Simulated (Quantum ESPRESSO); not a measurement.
**Sr2SO under changes of volume**

One of the cells (23.369 Å³/atom); the others are scaled copies at fixed shape and fractional positions:

```
CELL_PARAMETERS angstrom
4.04324 0.00000 0.00000
0.00000 4.04324 0.00000
0.00000 0.00000 5.71800
ATOMIC_POSITIONS crystal
Sr 0.50000 0.50000 0.50000
Sr 0.00000 0.00000 0.00000
S 0.00000 0.00000 0.50000
O 0.50000 0.50000 0.00000
```

The cell comes from a database or a generator and needn't be the stable form of this composition.

| Quantity | Value |
| --- | --- |
| Program | Quantum ESPRESSO 7.5 |
| Functional | PBE |
| Potentials or basis | SSSP 1.3 efficiency PBE |
| Cutoff | 748 eV |
| Density cutoff | 5987 eV |
| k mesh | 7 × 7 × 5 |
| Occupations | fermi-dirac, width 0.05 eV |
| Spin | no spin polarisation |

| volume (Å³/atom) | energy over the lowest point (meV/atom) | pressure (GPa) | gap on the mesh (eV) |
| --- | --- | --- | --- |
| 21.967 | 14.85 | 3.8 | 2.16 |
| 22.434 | 5.90 | 2.3 | 2.18 |
| 22.902 | 1.09 | 1.0 | 2.20 |
| 23.369 | 0.00 | -0.3 | 2.22 |
| 23.837 | 2.25 | -1.3 | 2.23 |
| 24.304 | ? | ? | ? |
| 24.771 | 15.45 | -3.2 | 2.25 |

What does the run at 24.304 Å³/atom give?

Energy over the lowest point 7.50 meV/atom; pressure -2.3 GPa; gap on the mesh 2.24 eV.

Worked out: A Birch-Murnaghan fit of order 3 (a polynomial in V^(-2/3)) to the other rows has its minimum at 23.28 Å³/atom with B0 = V·E''(V) = 58 GPa and B' = 4.3 at fixed shape and positions, which overstates the stiffness. It gives 7.50 meV/atom at 24.304 Å³/atom, against the run's 7.50, and -dE/dV = -2.3 GPa, against -2.3. A straight line through the other rows of the gap, of slope 0.759 eV per unit of ln V (its deformation potential), gives 2.24 eV, against the run's 2.24.

Energies are extrapolated to zero smearing.

Caveats: an odd mesh through Γ misses points on the zone boundary, where band edges often lie. Spin-orbit coupling on Sr is left out.
